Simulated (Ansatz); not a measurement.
**GeH₄O (singlet): the correlation ladder at a displaced geometry (v1), cc-pVDZ**

One table from this session's results is given with a row withheld; the runs are named, their logs left out.

Method: cc-pVDZ, core rule «outside noble gas», up to 15 orbitals frozen; program: Ansatz 0.2.0, Gaussian basis.

Plan: UHF; CCSD(T) on RHF; BCCD(T) on RHF; CISD; CCSDT(Q) on RHF.

17 further runs of the same task are left out: 1 for a known fault of the program, 6 that didn't finish, 10 set aside as unsound or not needed.

**What is computed**

The geometry is a PBE0/def2-TZVP stationary point (not a proven minimum) with its atoms shifted at random (size 0.040 Å). No spin-orbit coupling is included. The filled d shell of Ge may be among the frozen orbitals whatever the setting's name suggests; the logs give the count.

6 atoms, charge 0, spin multiplicity 1.

Atoms are counted from 1 here; the program's logs count them from 0.

Bond lengths: Ge1–O2 1.793 Å, Ge1–H3 1.544 Å, Ge1–H4 1.506 Å, Ge1–H5 1.603 Å, O2–H6 0.972 Å. Angles: O2–Ge1–H3 107.5°, O2–Ge1–H4 104.2°, O2–Ge1–H5 106.0°, H3–Ge1–H4 112.6°, H3–Ge1–H5 115.7°, H4–Ge1–H5 109.9°, Ge1–O2–H6 114.6°.

The first run:

Input file in.yaml:

```yaml
crystal:
  periodic: [false, false, false]
  atoms:
    - {symbol: Ge, position_ang: [0.001676, -0.008929, 0.319644]}
    - {symbol: O, position_ang: [0.000843, 0.091935, -1.470820]}
    - {symbol: H, position_ang: [1.308492, -0.714228, 0.743300]}
    - {symbol: H, position_ang: [-0.053970, 1.426783, 0.770554]}
    - {symbol: H, position_ang: [-1.356039, -0.760863, 0.721614]}
    - {symbol: H, position_ang: [-0.032644, -0.767524, -1.924643]}
basis:
  gaussian: {orbitals: cc-pVDZ}
magnetization: {spin_polarized: true, initial_magnetization: 0}
hamiltonian: {xc: hf}
output: {orbitals: {seedname: orbitals}}
```

Launch:

```bash
$ ansatz run in.yaml --threads 1 --pin off --events-out ev --progress --plain --max-ram 2393MiB
```

Steps of the session up to this table: UHF; CCSD(T) on RHF; BCCD(T) on RHF; CISD; CCSDT(Q) on RHF.

One table of the session follows, with a row left open; its other results are not shown here.

It belongs to the step «Misses and costs». 

| method | from RCCSDT(Q) (meV) |
| --- | --- |
| RHF | +9007.5 |
| RMP2 | ? |
| RCCSD | +212.5 |
| RCCSD(T) | +37.5 |
| BCCD(T) | +35.9 |
| RCCSDT | +20.5 |
| RCCSDT(Q) | 0 |

Estimate the missing values for RMP2.

The run gave: from RCCSDT(Q) (meV): +950.8. In the column «from RCCSDT(Q) (meV)» it lies between RCCSD (+212.5) and RHF (+9007.5).

Not comparable, so not listed: CISD (they don't share determinant, frozen orbitals or solution with the rows shown, or repeat one).
